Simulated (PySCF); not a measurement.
**BiF3: forces at shaken geometries**

How stiff is BiF3? Its atoms are displaced at random by several amounts. It is a constructed species; whether it can be made isn't addressed.

Computed with PySCF 2.14.0. Level: r2SCAN, Bi def2-SVP with ECP60, F def2-SVP; scalar-relativistic core potentials, no spin–orbit coupling.

4 further runs of the same task are left out: 2 for a known fault of the program, 1 that didn't finish, 1 set aside as unsound or not needed.

## (1) Where the work starts

4 atoms, charge 0, spin multiplicity 1.

Bond lengths: Bi1–F2 2.022 Å, Bi1–F3 2.022 Å, Bi1–F4 2.022 Å. Angles: F2–Bi1–F3 96.4°, F2–Bi1–F4 96.4°, F3–Bi1–F4 96.4°.

Coordinates:

```csv
atom,x (Å),y (Å),z (Å)
Bi1,0.0000,0.0000,0.6008
F2,1.7414,0.0000,-0.4275
F3,-0.8707,1.5081,-0.4275
F4,-0.8707,-1.5081,-0.4275
```

Formal oxidation states: Bi +3. An earlier session relaxed this geometry at r2SCAN, Bi def2-SVP with ECP60, F def2-SVP (singlet, point group C3v).

Its energy there is -513.963649 Eh.

## (2) Atoms moved at random, σ = 0.03 Å

File run.py (the lines that set the calculation):

```python
mol = gto.M(atom='''
Bi    -0.01349    -0.00961     0.60609
F      1.72692    -0.02677    -0.43148
F     -0.89004     1.48114    -0.43037
F     -0.82339    -1.44475    -0.42605''',
    basis={'Bi': 'def2-SVP', 'F': 'def2-SVP'},
    ecp={'Bi': 'def2-SVP'},
    charge=0, spin=0)
mf = dft.RKS(mol, xc='R2SCAN')
mf.grids.atom_grid = (50, 194)
mf = mf.density_fit()  # fitting sets: Bi def2-universal-JKFIT, F def2-universal-JKFIT
mf.conv_tol = 1e-08; mf.max_cycle = 55
mf.kernel(dm0)  # dm0: the density of the relaxed state
```

Started as:

```sh
$ OMP_NUM_THREADS=2 python run.py
```

## (3) Atoms moved at random, σ = 0.03 Å

Changes to run.py (the lines that set the calculation) since step 2:

```diff
@@ -1,6 +1,6 @@
 mol = gto.M(atom='''
-Bi    -0.01349    -0.00961     0.60609
-F      1.72692    -0.02677    -0.43148
-F     -0.89004     1.48114    -0.43037
-F     -0.82339    -1.44475    -0.42605''',
+Bi     0.01486     0.00168     0.56039
+F      1.72943     0.03184    -0.37807
+F     -0.86159     1.47634    -0.45484
+F     -0.88270    -1.50985    -0.40930''',
     basis={'Bi': 'def2-SVP', 'F': 'def2-SVP'},
```

## (4) Atoms moved at random, σ = 0.15 Å

Changes to run.py (the lines that set the calculation) since step 3:

```diff
@@ -1,6 +1,6 @@
 mol = gto.M(atom='''
-Bi     0.01486     0.00168     0.56039
-F      1.72943     0.03184    -0.37807
-F     -0.86159     1.47634    -0.45484
-F     -0.88270    -1.50985    -0.40930''',
+Bi    -0.25592    -0.27824     0.77778
+F      1.72646     0.03114    -0.37616
+F     -0.73555     1.49018    -0.67815
+F     -0.73499    -1.24308    -0.40529''',
     basis={'Bi': 'def2-SVP', 'F': 'def2-SVP'},
```

Q: Predict the outcome of this session. Wanted: for each run, σ; energy rise; harmonic estimate −½ F·u; largest force component.

As calculated:

| σ (Å) | energy rise (eV) | harmonic estimate −½ F·u (eV) | largest force component (eV/Å) |
| --- | --- | --- | --- |
| 0.03 | 0.082 | 0.085 | 1.58 |
| 0.03 | 0.082 | 0.089 | 1.88 |
| 0.15 | 5.888 | 6.182 | 20.76 |

Every displacement raises the energy. For a harmonic well the rise equals −½ F·u; the two differ by at most 8 % here (a move with σ = 0.03 Å), from anharmonicity, the grid and the small forces left at the relaxed point. The bases are small and lack diffuse functions. Spin–orbit coupling is left out.
